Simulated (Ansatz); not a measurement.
ScHg, space group Pm-3m, a comparison of functionals at one structure

With Ansatz 0.2.0 through its Python package.

The cells in order, each with its output:

In [1]:
```python
import csv

import ansatz
```

In [2]:
```python
SETTINGS = {
    "sigma": 0.1,
}

xtal = (
    ansatz.Lattice.of((3.48, 0.0, 0.0), (0.0, 3.48, 0.0), (0.0, 0.0, 3.48))
    .atom("Sc", (0.5, 0.5, 0.5))
    .atom("Hg", (0.0, 0.0, 0.0))
)
```

In [3]:
```python
setup = (
    xtal.calculation()
    .kpoints(9)
    .occupations(ansatz.OccupationsMethod.COLD, width=SETTINGS["sigma"])
)
```

In [4]:
```python
rows = []
for value in ["blyp", "pbesol", "lda"]:
    summary = setup.functional(value).run().report
    rows.append((value, summary["free_energy_ev"] / len(summary["lattice"]["sites"]), summary["n_iterations"], summary["n_kpoints"]))

with open("xc.csv", "w", newline="") as handle:
    writer = csv.writer(handle)
    writer.writerow(["functional", "F/atom (eV)", "iterations", "k-points"])
    writer.writerows([round(v, 5) if isinstance(v, float) else v for v in row] for row in rows)
print(open("xc.csv").read())
```
```text
DeckWarning: basis.ecutwfc = 420 eV, auto-derived from the records' recommended cutoffs: set by Sc (normal level)
functional,F/atom (eV),iterations,k-points
blyp,-7991.66715,7,35
pbesol,-7890.23092,6,35
lda,-7806.29368,6,35
```

Notes:
- The run is spin-unpolarised.
- BLYP can be off by several per cent in the lattices of metals, and by several GPa in the pressure at a fixed cell.
- The mesh is modest for a metal, so energies can be off by several to tens of meV an atom and pressures by half a GPa or more; differences at equal mesh fare better.
- Spin-orbit coupling, which matters for elements this heavy, is left out.
- The structure is a deposited one; some such entries were measured under pressure or heat, so a shift against it needn't be the functional's error alone.
- Warnings are shown shortened and without file and line.
- Total energies of different functionals can't be compared; pressures, moments and gaps at this one structure can.
- Hardware and time: 3.8 s on 1 thread of Intel(R) Xeon(R) Processor @ 2.30GHz, with other jobs on the host, peak memory 0.49 GiB.
